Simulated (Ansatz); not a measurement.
# BC5 (P1) in Ansatz: convergence with k mesh

Aim: find how far k mesh must go before the results for BC5 settle, at PBE. This setting moves, with any that are tied to it; all else stays.

Program: Ansatz 0.2.0. These are calculated values, not measurements. Logs are shortened: lines on timing, memory, paths and dates and some standing lists are left out, and cuts for length are marked.

## Step 1: The cell of the first run

The typed cell holds 6 atoms: a = 4.469 Å, b = 4.469 Å, c = 4.469 Å, α = 147.45°, β = 60.41°, γ = 130.61°.

The cell comes from a database or a generator and needn't be the stable form of this composition.

The cell isn't the ideal one: atoms moved at random, drawn with an rms of 0.05 Å.

## Step 2: With k mesh 3 × 4 × 3

File input.yaml:

```yaml
crystal:
  lattice:
    - [-1.2526, 3.862554, 1.867137]
    - [1.2526, -3.862554, 1.867137]
    - [1.2526, 3.862554, -1.867137]
  atoms:
    - { symbol: C, position: [0.832069, 0.835276, 0.006504] }
    - { symbol: C, position: [0.208388, 0.028784, 0.164856] }
    - { symbol: C, position: [0.874119, 0.024141, 0.805396] }
    - { symbol: C, position: [0.450356, 0.767934, 0.650191] }
    - { symbol: C, position: [0.101544, 0.782055, 0.334382] }
    - { symbol: B, position: [0.53126, 0.01743, 0.481562] }
hamiltonian:
  xc: pbe
  pseudopotentials: { kind: paw }
kpoints:
  mp_grid: { grid: [3, 4, 3] }
scf:
  occupations: { method: gaussian, width: 0.05 }
output:
  forces: true
  stress: true
  eigenvalues: true
```

Potentials or basis: Ansatz PAW.

The run is started by

```
ansatz run input.yaml --threads 2 --pin off --max-ram 5632MiB --backend cpu --events-out ev --progress --plain --runs-dir out
```

What it wrote:

```text
Warning: RAYON_NUM_THREADS=2 ignored (pool sized by the plan → 2); use --threads N
basis.fft_grid_basis auto: the FFT boxes are laid along the combinations [[1, 1, 0], [0, 1, 1], [0, 0, 1]] of the cell's own vectors, 3.734, 2.505 and 4.469 Å long. The dense box has 25×18×30 points. Along the cell's own vectors, as sized, it would have 30×30×30, 2.00 times as many. basis.fft_grid_basis: typed keeps the cell's own vectors: state it where this run's energies or levels are differenced outside the engine with another run's, or held beside a run that keeps those vectors.
Engine: ansatz 0.2.0, aarch64-unknown-linux-gnu
Pseudopotentials: kind: paw
Pseudopotential: C, paw, valence charge 4, recommended cutoff 420 eV (normal), C.paw.azcp
Pseudopotential: B, paw, valence charge 3, recommended cutoff 420 eV (normal), B.paw.azcp
Functional definition: PBE
  parameter kappa = 0.804
  parameter beta = 0.06672455060314922
  exchange = pbe_x(kappa = kappa, mu = beta*pi^2/3)
  correlation = pbe_c(beta = beta)
Crystal: 6 atoms, lattice volume = 36.135 Å³
Basis set: ecut = 420 eV, 723 PW (Γ), FFT grids on a1+a2, a2+a3, a3, exchange–correlation on 50×36×60 points (8 copies of the dense FFT grid, shifted against one another)
Bands: 18, of which v1, the nominal top of the filled ones, is band 12 counted from 1 (11 counted from 0)
Symmetry: 1 space group operations
Space group: P1 (ITA 1), of the structure as read, at distance tolerance 3.3e-5 Å
k-points: 19 of 36 (time reversal used)
Non-local potential: C, projectors of the file, l = 0: 2, l = 1: 2, l = 2: 1
Non-local potential: B, projectors of the file, l = 0: 2, l = 1: 2, l = 2: 1
PAW form: soft (Blöchl's): semilocal exchange-correlation on the pseudo side does not see the compensation charge
PAW one-centre angular grid: C, 110 points (default); XC on 64 Gauss nodes
PAW one-centre angular grid: B, 110 points (default); XC on 64 Gauss nodes
Initial density: superposition of atomic densities (neutral atoms: chi_scale 0, normalization atom), corrected by the library's trained network
Initial wavefunctions: pseudopotential atomic-orbital guess
Functional: x = pbe(κ = 0.804, μ = 0.2195149727645171), c = pbe(β = 0.06672455060314922)
SCF iter   1: F=—  HF=-1408.960216 eV  |F-HF|=—  |Δ(HF+E_count)|=         —  Δρ=2.85e-2  dr2=4.62e-1  ethr=1.77e-3  ⟨swp⟩=6.2  Hψ=1833  notcnv=0
preconditioner: auto → none  [insulator: Δε(μ)=0.151 eV  Ē_g=16.070 eV  σ=0.050 eV  W_gap=0.73  n_scr=6 (ndim 8)  ℏωp=29.6 eV  f_vac=0.000  D(μ)=1.99/eV (n_scr^D=18)  ε∞_Penn≈4.4]
SCF iter   2: F=—  HF=-1408.849142 eV  |F-HF|=—  |Δ(HF+E_count)|=   1.11e-1  Δρ=7.45e-3  dr2=1.72e-2  ethr=1.77e-3  ⟨swp⟩=2.0  Hψ=588  notcnv=0  defer=29
SCF iter   3: F=—  HF=-1408.844898 eV  |F-HF|=—  |Δ(HF+E_count)|=   4.24e-3  Δρ=2.28e-3  dr2=7.11e-4  ethr=7.47e-5  ⟨swp⟩=2.6  Hψ=540  notcnv=0  defer=10
automatic band count: iteration 3 solves 17 bands in place of 18: the levels show a gap, and the empty bands left out lie too high to hold charge; the band table lists the bands solved (type scf.n_extra_bands for more)
SCF iter   4: F=—  HF=-1408.844876 eV  |F-HF|=—  |Δ(HF+E_count)|=   2.19e-5  Δρ=4.37e-4  dr2=3.16e-5  ethr=3.09e-6  ⟨swp⟩=2.8  Hψ=518  notcnv=0  defer=10
SCF iter   5: F=—  HF=-1408.844872 eV  |F-HF|=—  |Δ(HF+E_count)|=   4.11e-6  Δρ=8.71e-5  dr2=1.59e-6  ethr=1.38e-7  ⟨swp⟩=2.0  Hψ=465  notcnv=0  defer=10
SCF iter   6: F=-1408.844872 eV  HF=-1408.844872 eV  |F-HF|=8.20e-9  |Δ(HF+E_count)|=   1.53e-8  Δρ=1.83e-5  dr2=4.58e-8  ethr=4.35e-10  ⟨swp⟩=7.6  Hψ=1548  notcnv=0
SCF 1 converged in 6 iterations: F = -1408.844872 eV  dr2 = 4.58e-8
SCF converged after 6 iterations
Free energy (F): -1408.844872 eV
Harris-Foulkes:  -1408.844872 eV  (|F-HF|=8.20e-9)
Internal energy: -1408.842050 eV  (E = F + TS)
E sigma→0 (E₀):  -1408.843461 eV
Entropy (-TS):   -0.002822 eV (-0.470 meV/atom)
Fermi energy:    11.104541 eV
--- Per-component energies (eV) ---
  E_band       = 85.348324
  E_kinetic    = 505.925375
  E_local      = -356.752397  (includes V_loc(G=0)·N_el)
  E_nonlocal   = 145.675039
  E_hartree    = 82.600035
  E_xc         = -274.863722
  E_vxc        = -339.373094  (∫ρ·V_xc dr)
  E_paw        = -574.221410  (= ΣΔE_a)
  E_vpaw       = -35.326849  (= ΣTr[D̂ρ^β])
  E_aug_tail   = 0.000040  (compensation charges beyond the density's cutoff)
  E_ewald      = -937.205010
  E_smearing   = -0.002822  (= −TS)
  E_closure    = -0.000000  (closes the sum)
  Σ components = -1408.844872   (vs F -1408.844872, Δ=0.00e0)
--- Forces (eV/Å), atoms counted from 1 ---
  atom   1  C     -0.65770107    -1.06187704    -0.39261262
  atom   2  C     -0.17046722    -1.16817197     0.82417826
  atom   3  C      2.11045529     1.13355950    -1.06979339
  atom   4  C      0.60616862     1.34305679    -0.18307889
  atom   5  C     -2.18023651    -0.50839983     1.85197672
  atom   6  B      0.29178247     0.26184122    -1.03064569
  max |Σ_I F_I| component: 2.44e-5 eV/Å
--- Stress (GPa, compression-positive) ---
        0.599631       0.119616       0.669934
        0.119614      -4.734591      -0.788545
        0.669942      -0.788543       7.231878
  P = ⅓ Tr σ = 1.0323 GPa (10.323 kbar)
--- Band table (eV; the first three rows and the last of 19) ---
  k-point 0: bands = ["-8.2823", "-2.0086", "-0.5701", "1.0370", "3.2443", "3.5250", "3.6504", "7.6722", "9.2838", "12.2154", "12.6483", "13.8837", "17.6738", "18.0387", "18.4850", "19.3739", "20.4171"]
  k-point 1: bands = ["-6.0611", "-1.5411", "0.0965", "1.6932", "3.0363", "3.9549", "5.1563", "5.6662", "6.2793", "7.8475", "8.3656", "10.6657", "17.8543", "18.6143", "19.8161", "21.4732", "22.0421"]
  k-point 2: bands = ["-6.6597", "-2.0422", "-0.2595", "1.3280", "2.5259", "3.8114", "4.8185", "6.7305", "7.0170", "8.7640", "10.6801", "11.2445", "18.9505", "19.6729", "20.0008", "20.2822", "20.9773"]
  k-point 18: bands = ["-3.8673", "-3.0610", "-1.5681", "2.0952", "3.5207", "4.5753", "5.8450", "6.1070", "6.5664", "7.3752", "7.8507", "9.4978", "16.6060", "17.1579", "18.7036", "19.2765", "20.6090"]
```

It took 0.84 s on 2 threads of Arm Neoverse V1, shared host; peak memory 0.27 GiB.

Results:

* Free energy: -1408.8449 eV
* Pressure: 1.0 GPa
* Largest force: 2.905 eV/Å
* Band gap on the k mesh: none (metal or under the smearing width)

## Step 3: With k mesh 3 × 5 × 4

Edit input.yaml of step 2 so:

```diff
@@ -16,3 +16,3 @@
 kpoints:
-  mp_grid: { grid: [3, 4, 3] }
+  mp_grid: { grid: [3, 5, 4] }
 scf:
```

Potentials or basis: Ansatz PAW.

The run is started by

```
ansatz run input.yaml --threads 2 --pin off --max-ram 5632MiB --backend cpu --events-out ev --progress --plain --runs-dir out
```

Run time: 1.2 s. Hardware: 2 threads of Arm Neoverse V1, shared host; peak memory 0.28 GiB.

Results:

| Property | Result |
| --- | --- |
| Free energy | -1408.9016 eV |
| Pressure | 0.8 GPa |
| Largest force | 2.801 eV/Å |
| Band gap on the k mesh | none (metal or under the smearing width) |

## Step 4: With k mesh 4 × 6 × 5

Edit input.yaml of step 3 so:

```diff
@@ -16,3 +16,3 @@
 kpoints:
-  mp_grid: { grid: [3, 5, 4] }
+  mp_grid: { grid: [4, 6, 5] }
 scf:
```

The run is started by

```
ansatz run input.yaml --threads 2 --pin off --max-ram 5632MiB --backend cpu --events-out ev --progress --plain --runs-dir out
```

Run time: 2.1 s. Hardware: 2 threads of Arm Neoverse V1, shared host; peak memory 0.31 GiB.

What came out:

```
Free energy            : -1408.9121 eV
Pressure               : 0.9 GPa
Largest force          : 2.885 eV/Å
Band gap on the k mesh : none (metal or under the smearing width)
```

## Step 5: With k mesh 5 × 7 × 6

Edit input.yaml of step 4 so:

```diff
@@ -16,3 +16,3 @@
 kpoints:
-  mp_grid: { grid: [4, 6, 5] }
+  mp_grid: { grid: [5, 7, 6] }
 scf:
```

The run is started by

```
ansatz run input.yaml --threads 2 --pin off --max-ram 5632MiB --backend cpu --events-out ev --progress --plain --runs-dir out
```

Wall time 3.9 s (2 threads of Arm Neoverse V1, shared host); peak memory 0.34 GiB.

Results:

```
Free energy            : -1408.9104 eV
Pressure               : 1.0 GPa
Largest force          : 2.786 eV/Å
Band gap on the k mesh : none (metal or under the smearing width)
```

## Step 6: With k mesh 6 × 9 × 8

Edit input.yaml of step 5 so:

```diff
@@ -16,3 +16,3 @@
 kpoints:
-  mp_grid: { grid: [5, 7, 6] }
+  mp_grid: { grid: [6, 9, 8] }
 scf:
```

Potentials or basis: Ansatz PAW.

The run is started by

```
ansatz run input.yaml --threads 2 --pin off --max-ram 5632MiB --backend cpu --events-out ev --progress --plain --runs-dir out
```

Wall time 8.8 s (2 threads of Arm Neoverse V1, shared host); peak memory 0.41 GiB.

Results (log left out):

```yaml
Free_energy: -1408.8877 eV
Pressure: 1.0 GPa
Largest_force: 2.820 eV/Å
Band_gap_on_the_k_mesh: none (metal or under the smearing width)
```

## Step 7: With k mesh 7 × 11 × 10

Edit input.yaml of step 6 so:

```diff
@@ -16,3 +16,3 @@
 kpoints:
-  mp_grid: { grid: [6, 9, 8] }
+  mp_grid: { grid: [7, 11, 10] }
 scf:
```

The run is started by

```
ansatz run input.yaml --threads 2 --pin off --max-ram 5632MiB --backend cpu --events-out ev --progress --plain --runs-dir out
```

Wall time 15 s (2 threads of Arm Neoverse V1, shared host); peak memory 0.51 GiB.

It converged, with:

| Property | Result |
| --- | --- |
| Free energy | -1408.8998 eV |
| Pressure | 0.9 GPa |
| Largest force | 2.851 eV/Å |
| Band gap on the k mesh | none (metal or under the smearing width) |

## Step 8: With k mesh 9 × 14 × 12

Edit input.yaml of step 7 so:

```diff
@@ -16,3 +16,3 @@
 kpoints:
-  mp_grid: { grid: [7, 11, 10] }
+  mp_grid: { grid: [9, 14, 12] }
 scf:
```

The run is started by

```
ansatz run input.yaml --threads 2 --pin off --max-ram 5632MiB --backend cpu --events-out ev --progress --plain --runs-dir out
```

Wall time 30 s (2 threads of Arm Neoverse V1, shared host); peak memory 0.75 GiB.

It converged, with:

```yaml
Free_energy: -1408.8954 eV
Pressure: 1.0 GPa
Largest_force: 2.841 eV/Å
Band_gap_on_the_k_mesh: none (metal or under the smearing width)
```

## Step 9: With k mesh 11 × 17 × 15

Edit input.yaml of step 8 so:

```diff
@@ -16,3 +16,3 @@
 kpoints:
-  mp_grid: { grid: [9, 14, 12] }
+  mp_grid: { grid: [11, 17, 15] }
 scf:
```

Potentials or basis: Ansatz PAW.

The run is started by

```
ansatz run input.yaml --threads 2 --pin off --max-ram 5632MiB --backend cpu --events-out ev --progress --plain --runs-dir out
```

It took 56 s on 2 threads of Arm Neoverse V1, shared host; peak memory 1.2 GiB.

Results (log left out):

| Item | Value |
| --- | --- |
| Free energy | -1408.8970 eV |
| Pressure | 1.0 GPa |
| Largest force | 2.837 eV/Å |
| Band gap on the k mesh | none (metal or under the smearing width) |

## Step 10: With k mesh 13 × 21 × 18

Edit input.yaml of step 9 so:

```diff
@@ -16,3 +16,3 @@
 kpoints:
-  mp_grid: { grid: [11, 17, 15] }
+  mp_grid: { grid: [13, 21, 18] }
 scf:
```

The run is started by

```
ansatz run input.yaml --threads 2 --pin off --max-ram 5632MiB --backend cpu --events-out ev --progress --plain --runs-dir out
```

Run time: 98 s. Hardware: 2 threads of Arm Neoverse V1, shared host; peak memory 1.8 GiB.

Results (log left out):

- Free energy: -1408.8969 eV
- Pressure: 1.0 GPa
- Largest force: 2.829 eV/Å
- Band gap on the k mesh: none (metal or under the smearing width)

## Step 11: The series at a glance

```csv
k mesh,"energy less the tightest run, at zero smearing (meV/atom)",pressure (GPa),largest force (eV/Å),SCF cycles,CPU time (s),peak memory (GiB)
3 × 4 × 3,8.84,1.03,2.905,6,1.6,0.27
3 × 5 × 4,-0.74,0.79,2.801,6,2.3,0.28
4 × 6 × 5,-2.54,0.87,2.885,6,4.1,0.31
5 × 7 × 6,-2.25,1.02,2.786,7,7.6,0.34
6 × 9 × 8,1.54,1.02,2.820,7,17,0.41
7 × 11 × 10,-0.50,0.94,2.851,7,30,0.51
9 × 14 × 12,0.27,0.97,2.841,7,60,0.75
11 × 17 × 15,-0.01,0.99,2.837,7,110,1.2
13 × 21 × 18,0.00,0.98,2.829,7,190,1.8
```

Against the tightest run, the energy stays within 1 meV/atom from 7 × 11 × 10 on; the pressure stays within 0.1 GPa from 5 × 7 × 6 on. Not settled before the last step: the largest force (to 0.005 eV/Å). Meshes of other sizes hit other points, so gaps and Fermi surfaces needn't settle smoothly. The tightest run that finished is the yardstick and may itself not be fully converged.
